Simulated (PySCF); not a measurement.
The system is S2SiH4, in a box.

```
S Si H
1.0
    13.00000    0.00000    0.00000
     0.00000   12.00000    0.00000
     0.00000    0.00000   12.00000
S Si H
2 1 4
Direct
  0.39035 0.42595 0.46213
  0.62125 0.44690 0.60515
  0.50121 0.53954 0.52828
  0.35514 0.49883 0.38602
  0.53821 0.61158 0.43612
  0.45999 0.60968 0.61965
  0.64686 0.39192 0.51157
```

Base run:

```yaml
Program: PySCF 2.14.0
Functional: B3LYP
Potentials_or_basis: def2-svp (all-electron)
k_mesh: 1 × 1 × 1
Occupations: fixed
Spin: no spin polarisation
```

Its results: gap between the frontier levels 7.34 eV.

Problem. After a change of settings the same cell gave: gap between the frontier levels 8.21 eV. Which change was it?
A. functional from B3LYP to M06; dispersion from none to D4
B. functional from B3LYP to SCAN0
C. functional from B3LYP to B97-D; dispersion from none to D3(BJ)

Solution. B.

Caveats: this is a molecule in a periodic box at the Γ point, so its band gap is the HOMO-LUMO gap; the basis of atomic orbitals isn't converged, which shifts pressures, moduli and gaps.

Runs at the PBE level aren't shown here.
